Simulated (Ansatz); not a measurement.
# Ta: the cost of one run

Method: DFT PBEsol, scalar-relativistic, in Ansatz 0.2.0.

## (1) The structure to begin with

The structure is cubic, space group Im-3m (No. 229). The conventional cell has a = 3.303 Å, b = 3.303 Å, c = 3.303 Å, α = 90.00°, β = 90.00°, γ = 90.00°. Ta (site symmetry m-3m) has 8 Ta at 2.86 Å as nearest neighbours.

Coordinates:

```xyz
1
Lattice="-1.6513 1.6513 1.6513 1.6513 -1.6513 1.6513 1.6513 1.6513 -1.6513" Properties=species:S:1:pos:R:3 pbc="T T T"
Ta    0.0000    0.0000    0.0000
```

## (2) After the deformation

Space group Im-3m before, I4/mmm after.

## (3) Full-potential LAPW

The input, input.yaml:

```yaml
crystal:
  lattice:
    - [-1.65128, 1.65128, 1.6017416]
    - [1.65128, -1.65128, 1.6017416]
    - [1.65128, 1.65128, -1.6017416]
  atoms:
    - { symbol: Ta, position: [0.0, 0.0, 0.0] }
kpoints:
  mp_grid: { grid: [17, 17, 17] }
  band_path:
    path:
      - [0.0, 0.0, 0.0]
      - [0.0, 0.0, 0.5]
      - [-0.5, 0.5, 0.5]
      - [0.0, 0.0, 0.0]
      - [0.485225, 0.485225, -0.485225]
      - [-0.485225, 0.514775, 0.485225]
      - [-0.5, 0.5, 0.5]
      - [0.0, 0.0, 0.5]
      - [0.25, 0.25, 0.25]
    npoints: 5
scf:
  occupations: { method: fermi_dirac, width: 0.08 }
hamiltonian:
  xc: pbesol
  pseudopotentials: { kind: all_electron, lapw: { basis_error: 0.0005 } }
output:
  forces: true
  stress: true
  eigenvalues: true
```

Launch:

```
> ansatz run input.yaml --threads 1 --pin off --max-ram 3072MiB --backend cpu --events-out ev --progress --plain --runs-dir out
```

What time and memory should one allow on 1 thread of Arm Neoverse V2, shared host?

About 55 s, with a peak of 0.68 GiB.
